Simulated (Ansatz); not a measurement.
Working through a frozen displacement of one atom of HfC, space group Fm-3m

Program: Ansatz 0.2.0, Python API.

Input file `hfc.xyz`:
```text
2
Lattice="0.0 2.325 2.325 2.325 0.0 2.325 2.325 2.325 0.0" Properties=species:S:1:pos:R:3 pbc="T T T"
Hf    2.32500000    2.32500000    2.32500000
C     0.00000000    0.00000000    0.00000000
```

Interactive session:
```pycon
>>> import ansatz as az
>>> import numpy as np
>>> system = az.Crystal.from_extxyz("hfc.xyz")
>>> inverse = np.linalg.inv(np.array(system.lattice.vectors))
>>> home = np.array(system.sites[0].position)
>>> values = np.linspace(-0.2, 0.2, 5)
>>> energies, pulls = [], []
>>> for shift in values:
...     moved = system.move(0, to=home + shift * inverse[2])
...     calc = (
...         moved.calculation()
...         .kpoints(12, 12, 12)
...         .functional(az.Functional.R2SCAN)
...         .occupations("fermi_dirac")
...         .basis(530)
...         .scf(max_iterations=75)
...         .forces()
...     )
...     report = calc.run().report
...     energies.append(report["free_energy_ev"])
...     pulls.append(report["forces_ev_ang"][0][2])
...
>>> # the force is minus the slope of the free energy
>>> print("shift (A)   dE (eV)   force along z (eV/A)")
shift (A)   dE (eV)   force along z (eV/A)
>>> for shift, e, f in zip(values, energies, pulls):
...     print(f"{shift:8.3f} {e - energies[2]:10.5f} {f:12.4f}")
...
  -0.200    0.14837       1.6489
  -0.100    0.03548       0.7059
   0.000    0.00000       0.0000
   0.100    0.03548      -0.7059
   0.200    0.14837      -1.6489
>>> print(f"stiffness from energies {2 * np.polyfit(values, energies, 2)[0]:.3f}, from forces {-np.polyfit(values, pulls, 1)[0]:.3f} eV/A^2")
stiffness from energies 7.465, from forces 8.007 eV/A^2
```

The curvature of the energy gives 7.465 eV/Å² and the slope of the force 8.007 eV/Å², a positive curvature.

In a metal a curvature from energy changes of a few meV or less hangs on mesh and smearing, in size and even in sign. Spin-orbit coupling, which matters for elements this heavy, is left out. The structure is a deposited one; some such entries were measured under pressure or heat, so a shift against it needn't be the functional's error alone. All periodic images of the atom move with it, so the curvature is one diagonal element of the zone-centre force constants and no normal mode; a positive value doesn't exclude soft modes in which several atoms move. Wall time of the script: 75 s on 1 thread of Arm Neoverse V1 (shared host), peak memory 0.54 GiB.
